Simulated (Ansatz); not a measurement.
**BeBr+ (singlet): the correlation ladder, cc-pVDZ**

The task here is to estimate one member of a computed series from the others.

Computed with Ansatz 0.2.0, Gaussian basis. Level: cc-pVDZ, core rule «outside noble gas», up to 15 orbitals frozen.

The runs, in order: UHF; CCSD(T) on RHF; BCCD(T) on RHF; CISD; CCSDT(Q) on RHF; CCSDTQ on RHF.

18 further runs of the same task are left out: 7 for a known fault of the program, 5 that didn't finish, 6 set aside as unsound or not needed.

## The system

The geometry is a PBE0/def2-TZVP stationary point (not a proven minimum) of the parent state, kept for this charge and spin. No spin-orbit coupling is included. The filled d shell of Br may be among the frozen orbitals whatever the setting's name suggests; the logs give the count.

2 atoms, charge 1, spin multiplicity 1.

Atoms are counted from 1 here; the program's logs count them from 0.

Bond lengths: Br1–Be2 2.283 Å.

The first run:

in.yaml

```yaml
crystal:
  periodic: [false, false, false]
  atoms:
    - {symbol: Br, position_ang: [0.000000, 0.000000, 0.000000]}
    - {symbol: Be, position_ang: [0.000000, 0.000000, 2.283200]}
basis:
  gaussian: {orbitals: cc-pVDZ}
total_charge: 1
magnetization: {spin_polarized: true, initial_magnetization: 0}
hamiltonian: {xc: hf}
output: {orbitals: {seedname: orbitals}}
```

Run with:

```console
ansatz run in.yaml --threads 1 --pin off --events-out ev --progress --plain --max-ram 2393MiB
```

Steps of the session up to this table: UHF; CCSD(T) on RHF; BCCD(T) on RHF; CISD; CCSDT(Q) on RHF; CCSDTQ on RHF.

One of the session's tables, all rows but one given; the rest of the session is left out.

It belongs to the step «Misses and costs». 

```
   method  from RCCSDTQ (kJ/mol)
      RHF                 +410.9
     RMP2                  +52.7
     CISD                      ?
    RCCSD                  +16.5
 RCCSD(T)                   +3.0
  BCCD(T)                   +3.1
   RCCSDT                   +1.2
RCCSDT(Q)                   -0.4
  RCCSDTQ                      0
```

Q: Estimate the row for CISD from the others.

**Answer.** from RCCSDTQ (kJ/mol): +35.8. In the column «from RCCSDTQ (kJ/mol)» it lies between RCCSD (+16.5) and RMP2 (+52.7).
